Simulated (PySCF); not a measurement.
# The bond of LiSe, level by level

One table from this session's results is given with a row withheld; the runs are named, their logs left out.

Computed with PySCF 2.14.0. Level: Li x2c-SVPall, Se x2c-SVPall, spin-free X2C with a Gaussian nucleus.

Set-up of the first run:

The job is set up so:

* atoms: Li, Se
* charge: 0
* basis: Li x2c-SVPall, Se x2c-SVPall
* Hamiltonian: spin-free X2C with a Gaussian nucleus
* basis functions: 41
* electrons treated: 37
* masses in u: 7.0160, 79.9165
* levels: PBE0, PBE, r²SCAN, B97-3, LDA, M06-2X, CAM-B3LYP, HF, MP2, SCS-MP2, CCSD, CCSD(T)
* grid: 80 radial by 434 angular points
* occupations: held fixed by the projection of orbital angular momentum
* dissociation limit: Li + Se, each in its ground configuration
* starting distance in angstrom: 2.400
* values of 2S to try: 1, 3

The run is started by

```
OMP_NUM_THREADS=1 python dia.py task.json out
```

Among the steps run: Set-up; First curve: PBE0; Other states along the same grid; PBE (GGA); r²SCAN; B97-3 (global hybrid GGA); LDA (local density); M06-2X (hybrid meta-GGA); CAM-B3LYP (range-separated hybrid); UHF; MP2 and coupled cluster.

One table of the session follows, with a row left open; its other results are not shown here.

It belongs to the step «The curves together». Energy (eV) from each level's lowest point:

| R (Å) | UHF | UHF-MP2 | UHF-SCS-MP2 | UHF-CCSD | UHF-CCSD(T) |
| --- | --- | --- | --- | --- | --- |
| 1.951 | 0.566 | 0.536 | 0.540 | n/a | n/a |
| 2.042 | 0.270 | 0.252 | 0.255 | 0.253 | 0.255 |
| 2.133 | 0.097 | 0.088 | 0.090 | 0.089 | 0.090 |
| 2.201 | 0.028 | 0.024 | 0.025 | 0.025 | 0.026 |
| 2.269 | 0.000 | 0.000 | 0.000 | 0.000 | 0.000 |
| 2.337 | ? | ? | ? | ? | ? |
| 2.428 | 0.047 | 0.053 | 0.050 | 0.050 | 0.049 |
| 2.541 | 0.146 | 0.153 | 0.149 | 0.149 | 0.146 |
| 2.677 | 0.307 | 0.315 | 0.309 | 0.307 | 0.302 |
| 2.859 | 0.563 | 0.570 | 0.561 | n/a | n/a |

Q: Estimate the row for R (Å) = 2.337 from the others.

Worked estimate for «UHF». A straight line through the neighbours (2.269, 0.000) and (2.428, 0.047) gives 0.000 + (0.047 − 0.000) × (2.337 − 2.269) / (2.428 − 2.269) = 0.020; a parabola fitted to 4 rows on both sides gives 0.006.

**Answer.** UHF: 0.004; UHF-MP2: 0.007; UHF-SCS-MP2: 0.006; UHF-CCSD: 0.006; UHF-CCSD(T): 0.005. In «UHF» the line misses by +0.016 and the parabola by +0.002.

State 2 has its PBE0 minimum 0.75 eV higher. State 3 has its PBE0 minimum 2.68 eV higher. The other levels ran on the lowest alone.

Limits of these values: At some levels the lowest empty orbital lies below the highest filled one (the two can be of opposite spin).
